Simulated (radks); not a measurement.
**Rh⁺ in [Kr] 4d8: an all-electron calculation**

Aim: the levels, the sizes of the orbitals and the parts of the energy of the rhodium ion Rh+.

The numbers are computed with radks (a radial shooting solver on a logarithmic mesh, Libxc functionals) version 1 (scalar-relativistic Kohn-Sham, PBE, spin-polarised, spherical densities, finite nucleus; open shells are filled with parallel spins first), except any that are marked as measured or tabulated.

## Step 1: The atom as given

| Quantity | Value |
| --- | --- |
| element | rhodium (Z = 45) |
| charge | +1 |
| electrons | 44 |
| configuration | [Kr] 4d8 |
| nuclear rms radius | 4.4945 fm |

Outer shells as boxes (Hund's rule):

Rh⁺
```
[Kr] core
4d [↑↓][↑↓][↑↓][↑ ][↑ ]
```

## Step 2: The run

Settings of this run:

```text
Z 45
configuration [Kr] 4d8
relativity scalar-relativistic
functional pbe,pbe
spin polarised
nucleus finite rms 4.4945 fm
c 137.035999084
```

Command:

```
> python run_ks.py task.json out
```

This one command runs every case of the session in turn.

What does the calculation give?

As calculated:

```
                        quantity                     value
                    total energy       -4783.78095 hartree
exchange-correlation share of it                    2.89 %
                            −T/E                    1.0356
          highest occupied level       4d down, -12.852 eV
    most extended occupied level  4d down, <r> = 1.56 bohr
 radius at density 0.001 e/bohr³                 3.74 bohr
    maxima of the radial density                         4
         ionisation energy, NIST     18.080 (semi-emp.) eV
```

What this shows: The radial density shows 4 maxima for 4 occupied principal shells. −T/E is 1.036: with relativity the kinetic term as defined here no longer equals −E. Minus the highest eigenvalue, 12.852 eV, is 71 % of the tabulated ionisation energy (18.080 eV); the potential of a semilocal functional falls off too fast, so its top eigenvalue is too shallow. Open shells are spherical and high-spin; term and fine-structure splittings are not resolved.
